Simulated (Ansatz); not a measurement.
# CH₅FSSi: small, medium and large basis sets

One table from this session's results is given with a row withheld; the runs are named, their logs left out.

Computed with Ansatz 0.2.0, Gaussian basis. Level: one geometry, several basis sets.

Levels to be run: PBE0-D4/def2-SVP; ωB97M-V/def2-SVP; PBE0-D4/def2-QZVPP; ωB97M-V/def2-QZVPP; the functionals' def2-TZVPP values are taken from earlier runs.

## Structure used throughout

The geometry comes from an earlier relaxation with PBE0-D4 in a triple-zeta def2 set; it is a stationary point, not always the lowest conformer.

SMILES `FCS[SiH3]`, 9 atoms, charge 0, spin multiplicity 1.

Atoms are counted from 1 here; the program's logs count them from 0.

Bond lengths: F1–C2 1.373 Å, C2–S3 1.802 Å, C2–H5 1.092 Å, C2–H6 1.092 Å, S3–Si4 2.139 Å, Si4–H7 1.483 Å, Si4–H8 1.483 Å, Si4–H9 1.487 Å. Angles: F1–C2–S3 112.7°, F1–C2–H5 108.1°, F1–C2–H6 108.6°, S3–C2–H5 110.6°, S3–C2–H6 106.5°, H5–C2–H6 110.4°, C2–S3–Si4 99.5°, S3–Si4–H7 105.6°, S3–Si4–H8 112.5°, S3–Si4–H9 108.8°, H7–Si4–H8 109.8°, H7–Si4–H9 110.9°, H8–Si4–H9 109.2°.

Set-up of the first run:

Input file in.yaml:

```yaml
crystal:
  periodic: [false, false, false]
  atoms:
    - {symbol: F, position_ang: [-1.766538, 1.012311, 0.457175]}
    - {symbol: C, position_ang: [-0.437963, 1.353791, 0.520368]}
    - {symbol: S, position_ang: [0.586552, 0.034263, 1.195245]}
    - {symbol: Si, position_ang: [0.527093, -1.334281, -0.448220]}
    - {symbol: H, position_ang: [-0.107530, 1.620168, -0.485583]}
    - {symbol: H, position_ang: [-0.329239, 2.205773, 1.194222]}
    - {symbol: H, position_ang: [1.594383, -2.327644, -0.179056]}
    - {symbol: H, position_ang: [-0.781211, -2.022527, -0.566913]}
    - {symbol: H, position_ang: [0.802954, -0.588156, -1.704337]}
basis:
  gaussian: {orbitals: def2-SVP}
hamiltonian: {xc: pbe0, dispersion: d4}
output: {orbitals: {seedname: orbitals}}
```

Run with:

```
$ ansatz run in.yaml --threads 2 --pin off --events-out ev --progress --plain --max-ram 4352MiB
```

Among the steps run: PBE0-D4 in def2-SVP; ωB97M-V in def2-SVP; PBE0-D4 in def2-QZVPP; ωB97M-V in def2-QZVPP.

One of the session's tables, all rows but one given; the rest of the session is left out.

It belongs to the step «Density functionals: the series». 

| functional | basis | HOMO (eV) | LUMO (eV) |
| --- | --- | --- | --- |
| PBE0-D4 | def2-SVP | -7.44 | 0.38 |
| PBE0-D4 | def2-TZVPP | -7.53 | -0.01 |
| PBE0-D4 | def2-QZVPP | -7.56 | -0.16 |
| ωB97M-V | def2-SVP | ? | ? |
| ωB97M-V | def2-TZVPP | -9.72 | 1.75 |
| ωB97M-V | def2-QZVPP | -9.76 | 1.37 |

Estimate the missing values for ωB97M-V, def2-SVP.

As computed: HOMO (eV): -9.60; LUMO (eV): 2.35. In the column «HOMO (eV)» it lies between ωB97M-V, def2-TZVPP (-9.72) and PBE0-D4, def2-QZVPP (-7.56).
